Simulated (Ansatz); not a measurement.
## NiPt3 under changes of volume

One of the cells (14.323 Å³/atom); the others are scaled copies at fixed shape and fractional positions:

```xyz
4
Lattice="3.8550 0.0000 0.0000 0.0000 3.8550 0.0000 0.0000 0.0000 3.8550" Properties=species:S:1:pos:R:3 pbc="T T T"
Pt    1.9275    1.9275    0.0000
Pt    1.9275    0.0000    1.9275
Pt    0.0000    1.9275    1.9275
Ni    0.0000    0.0000    0.0000
```

The cell comes from a database or a generator and needn't be the stable form of this composition.

```yaml
Program: Ansatz 0.2.0
Functional: PBEsol
Potentials_or_basis: all-electron LAPW, scalar-relativistic
Cutoff: 281 eV (chosen from the basis error)
Basis_error_allowed: 0.001 eV/atom
k_mesh: 7 × 7 × 7
Occupations: fermi-dirac, width 0.05 eV
Spin: collinear spin, ferromagnetic start
Starting_moments: "[0.0, 0.0, 0.0, 1.0] μB"
```

```csv
volume (Å³/atom),energy over the lowest point (meV/atom),pressure (GPa),moment (μB per cell)
13.463,?,?,?
13.750,2.75,4.6,0.83
14.036,0.00,-1.2,0.86
14.323,6.95,-6.2,0.90
14.609,22.42,-10.7,0.93
14.896,45.35,-14.6,0.97
15.182,74.84,-18.0,1.01
```

Problem. What does the run at 13.463 Å³/atom give?

Solution. Energy over the lowest point 16.53 meV/atom; pressure 11.2 GPa; moment 0.79 μB per cell.

Worked out: A Birch-Murnaghan fit of order 3 (a polynomial in V^(-2/3)) to the other rows has its minimum at 13.97 Å³/atom with B0 = V·E''(V) = 272 GPa and B' = 5.3. It gives 16.54 meV/atom at 13.463 Å³/atom, against the run's 16.53, and -dE/dV = 11.1 GPa, against 11.2. A straight line through the other rows of the moment, of slope 0.126 μB per Å³/atom, extrapolates to 0.79 μB, against the run's 0.79.

Energies are extrapolated to zero smearing.
